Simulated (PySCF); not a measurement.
**InS: from the state search to spectroscopic constants**

One table from this session's results is given with a row withheld; the runs are named, their logs left out.

Program: PySCF 2.14.0. Level of theory: In x2c-SVPall, S x2c-SVPall, spin-free X2C with a Gaussian nucleus. These are calculated values, not measurements.

Set-up of the first run:

Settings of the job:

```json
{
 "atoms": "In, S",
 "charge": "0",
 "basis": "In x2c-SVPall, S x2c-SVPall",
 "Hamiltonian": "spin-free X2C with a Gaussian nucleus",
 "basis functions": "54",
 "electrons treated": "65",
 "masses in u": "114.9039, 31.9721",
 "levels": "PBE0, PBE, r²SCAN, LDA, BLYP, BHandHLYP, HF, MP2, SCS-MP2, CCSD, CCSD(T)",
 "grid": "80 radial by 434 angular points",
 "occupations": "held fixed by the projection of orbital angular momentum",
 "dissociation limit": "In + S, each in its ground configuration",
 "starting distance in angstrom": "2.375",
 "values of 2S to try": "1, 3"
}
```

Started as:

```
$ OMP_NUM_THREADS=1 python dia.py task.json out
```

Among the steps run: Input; First curve: PBE0; Excited determinants; PBE (GGA); r²SCAN; LDA (local density); BLYP (GGA); BHandHLYP; UHF (mean field); MP2 and coupled cluster.

One of the session's tables, all rows but one given; the rest of the session is left out.

It belongs to the step «The curves together». Energy (eV) from each level's lowest point:

| R (Å) | UHF | UHF-MP2 | UHF-SCS-MP2 | UHF-CCSD | UHF-CCSD(T) |
| --- | --- | --- | --- | --- | --- |
| 1.964 | 1.342 | 1.079 | 1.147 | n/a | n/a |
| 2.056 | 0.639 | 0.403 | 0.456 | 0.580 | 0.576 |
| 2.147 | 0.252 | 0.079 | 0.110 | 0.193 | 0.186 |
| 2.216 | 0.098 | 0.000 | 0.011 | 0.052 | 0.047 |
| 2.284 | 0.021 | 0.011 | 0.000 | 0.000 | 0.000 |
| 2.353 | 0.000 | 0.076 | 0.043 | 0.015 | 0.020 |
| 2.444 | 0.036 | 0.213 | 0.154 | 0.105 | 0.118 |
| 2.558 | ? | ? | ? | ? | ? |
| 2.695 | 0.359 | 0.724 | 0.613 | 0.567 | 0.597 |
| 2.878 | 0.692 | 1.142 | 1.006 | n/a | n/a |

**Question.** Estimate the row for R (Å) = 2.558.

Worked estimate for «UHF». A straight line through the neighbours (2.444, 0.036) and (2.695, 0.359) gives 0.036 + (0.359 − 0.036) × (2.558 − 2.444) / (2.695 − 2.444) = 0.183; a parabola fitted to 4 rows on both sides gives 0.161.

As computed: UHF: 0.153; UHF-MP2: 0.429; UHF-SCS-MP2: 0.343; UHF-CCSD: 0.290; UHF-CCSD(T): 0.312. In «UHF» the line misses by +0.030 and the parabola by +0.008.
